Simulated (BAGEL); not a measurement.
# HF/6-31G(d) (density fitting with qzvpp-jkfit, spherical functions) run of GeH2Cl2 (dichlorogermane)

Aim: the vertical singlet–triplet gap of GeH2Cl2 (dichlorogermane) at HF/6-31G* (density fitting with qzvpp-jkfit, spherical functions), from 2 runs. 

The calculation is run with BAGEL 1.2.2.

12 further runs of the same task are left out: 12 set aside as unsound or not needed.

### 1 The molecule

The species is GeH2Cl2 (5 atoms), meant as a singlet with charge 0. As SMILES, `[Cl][GeH2][Cl]`. The shape is that of a PBE0-D4/def2-TZVP optimisation.

Bond lengths: Cl1–Ge2 2.140 Å, Ge2–Cl3 2.140 Å, Ge2–H4 1.528 Å, Ge2–H5 1.528 Å. Angles: Cl1–Ge2–Cl3 108.2°, Cl1–Ge2–H4 108.2°, Cl1–Ge2–H5 108.2°, Cl3–Ge2–H4 108.2°, Cl3–Ge2–H5 108.2°, H4–Ge2–H5 115.8°.

### 2 A single-point energy at HF/6-31G(d) (density fitting with qzvpp-jkfit, spherical functions)

calc.json

```json
{ "bagel" : [

{
  "title" : "molecule",
  "basis" : "6-31gs.json",
  "df_basis" : "qzvpp-jkfit",
  "angstrom" : true,
  "geometry" : [
    { "atom" : "Cl", "xyz" : [      -1.771500,      -0.157700,       0.977200 ] },
    { "atom" : "Ge", "xyz" : [       0.027400,       0.080300,      -0.156400 ] },
    { "atom" : "Cl", "xyz" : [       1.579400,      -1.030200,       0.811000 ] },
    { "atom" : "H", "xyz" : [      -0.198900,      -0.525000,      -1.541400 ] },
    { "atom" : "H", "xyz" : [       0.413600,       1.558900,      -0.131900 ] }
  ]
},

{ "title" : "hf", "charge" : 0 },

{ "title" : "print", "file" : "orbitals.molden", "orbitals" : true }

]}
```

The basis set 6-31G* is read from a file made from the Basis Set Exchange's data (not shown).

Started as:

```bash
$ BAGEL_NUM_THREADS=1 BAGEL calc.json > calc.out
```

Output:

```text
* using 1 threads per process

  ===============================================================
  ===============================================================

  *** Geometry ***

  { "atom" : "Cl", "xyz" : [     -3.347650,     -0.298010,      1.846640 ] },
  { "atom" : "Ge", "xyz" : [      0.051778,      0.151745,     -0.295553 ] },
  { "atom" : "Cl", "xyz" : [      2.984633,     -1.946796,      1.532568 ] },
  { "atom" : "H", "xyz" : [     -0.375867,     -0.992106,     -2.912824 ] },
  { "atom" : "H", "xyz" : [      0.781591,      2.945894,     -0.249255 ] },

  Number of auxiliary basis functions:      558

  Since a DF basis is specified, we compute 2- and 3-index integrals:
    o Being stored without compression. Storage requirement is 0.023 GB

  Number of basis functions:       72
  Number of electrons      :       68

    * METHOD: MOLECULE                             0.24

  *** RHF ***

  === Nuclear Repulsion ===
   347.6002204613

      * DIIS with orbital gradients will be used.

  === RHF iteration (6-31gs.json) ===
      0      -2995.22098860          0.00812808           0.09
      1      -2995.27175653          0.00420392           0.08
      2      -2995.28126746          0.00089794           0.08
      3      -2995.28181503          0.00031633           0.08
      4      -2995.28188150          0.00005427           0.07
      5      -2995.28188577          0.00001460           0.07
      6      -2995.28188612          0.00000333           0.07
      7      -2995.28188613          0.00000067           0.08
      8      -2995.28188613          0.00000019           0.07
      9      -2995.28188613          0.00000005           0.08
     10      -2995.28188613          0.00000002           0.08
     11      -2995.28188613          0.00000001           0.07
    * SCF iteration converged.

    * Permanent dipole moment:
           (   -0.098128,    -0.536031,     0.835211) a.u.

    * METHOD: HF                                   1.10

    * METHOD: PRINT                                0.01

  ===============================================================
```

Run time: 1.7 s. Hardware: 1 thread of Intel Xeon 6975P-C (Granite Rapids), shared host; peak memory 0.13 GiB.

### 3 The triplet at the same level

calc.json

```json
{ "bagel": [

{
  "title": "molecule",
  "basis": "6-31gs.json",
  "df_basis": "qzvpp-jkfit",
  "angstrom": "true",
  "geometry": [
    { "atom": "Cl", "xyz": [   -1.771500,   -0.157700,    0.977200 ] },
    { "atom": "Ge", "xyz": [    0.027400,    0.080300,   -0.156400 ] },
    { "atom": "Cl", "xyz": [    1.579400,   -1.030200,    0.811000 ] },
    { "atom": "H", "xyz": [   -0.198900,   -0.525000,   -1.541400 ] },
    { "atom": "H", "xyz": [    0.413600,    1.558900,   -0.131900 ] }
  ]
},
{ "title": "uhf", "nopen": 2 },
{ "title": "print", "file": "orbitals.molden", "orbitals": "true" }

]}
```

The basis set 6-31G* is read from a file made from the Basis Set Exchange's data (not shown).

Started as:

```bash
$ BAGEL_NUM_THREADS=1 BAGEL calc.json > calc.out
```

Output:

```text
* using 1 threads per process

  ===============================================================
  ===============================================================

  *** Geometry ***

  { "atom" : "Cl", "xyz" : [     -3.347650,     -0.298010,      1.846640 ] },
  { "atom" : "Ge", "xyz" : [      0.051778,      0.151745,     -0.295553 ] },
  { "atom" : "Cl", "xyz" : [      2.984633,     -1.946796,      1.532568 ] },
  { "atom" : "H", "xyz" : [     -0.375867,     -0.992106,     -2.912824 ] },
  { "atom" : "H", "xyz" : [      0.781591,      2.945894,     -0.249255 ] },

  Number of auxiliary basis functions:      558

  Since a DF basis is specified, we compute 2- and 3-index integrals:
    o Being stored without compression. Storage requirement is 0.023 GB

  Number of basis functions:       72
  Number of electrons      :       68

    * METHOD: MOLECULE                             0.24

  *** Open-shell HF ***

  === Nuclear Repulsion ===
   347.6002204613

      * DIIS with orbital gradients will be used.

  === UHF iteration (6-31gs.json) ===
      0      -2994.90128813          0.01566089           0.15
      1      -2994.95994671          0.00931803           0.14
      2      -2994.97506375          0.00549784           0.15
      3      -2994.98062289          0.00094917           0.15
      4      -2994.98144350          0.00066600           0.17
      5      -2994.98234132          0.00053107           0.18
      6      -2994.98374649          0.00030622           0.18
      7      -2994.98430610          0.00017986           0.19
      8      -2994.98468208          0.00009624           0.18
      9      -2994.98475739          0.00006731           0.17
     10      -2994.98479501          0.00004071           0.15
     11      -2994.98480784          0.00002246           0.17
     12      -2994.98480977          0.00002367           0.17
     13      -2994.98480959          0.00002304           0.17
     14      -2994.98480962          0.00002269           0.15
     15      -2994.98480995          0.00002265           0.15
[... 16 lines of this table left out ...]
     32      -2994.98480919          0.00000005           0.23
     33      -2994.98480919          0.00000005           0.23
     34      -2994.98480919          0.00000004           0.22
     35      -2994.98480919          0.00000004           0.26
     36      -2994.98480919          0.00000005           0.18
     37      -2994.98480919          0.00000004           0.21
     38      -2994.98480919          0.00000003           0.23
     39      -2994.98480919          0.00000001           0.20
    * SCF iteration converged.

    * S^2 (UHF) is 2.0268

    * Permanent dipole moment:
           (   -0.063678,    -0.348179,     0.542355) a.u.

    * METHOD: UHF                                  7.38

    * METHOD: PRINT                                0.01

  ===============================================================
```

It took 8.1 s on 1 thread of Intel Xeon 6975P-C (Granite Rapids), shared host; peak memory 0.13 GiB.

### 4 Results

Level: HF/6-31G* (density fitting with qzvpp-jkfit, spherical functions).

| quantity | value |
| --- | --- |
| singlet: total energy | -2995.28189 Eh |
| singlet: dipole moment | 2.53 D |
| singlet: HOMO energy | -12.28 eV |
| singlet: LUMO energy | 2.79 eV |
| singlet: HOMO–LUMO gap | 15.07 eV |
| triplet: total energy | -2994.98481 Eh |
| triplet: dipole moment | 1.65 D |
| triplet: ⟨S²⟩ | 2.027 |
| vertical energy of the triplet above the singlet | 8.084 eV |

In words: At this shape the triplet lies 8.08 eV (186 kcal/mol) above the singlet.
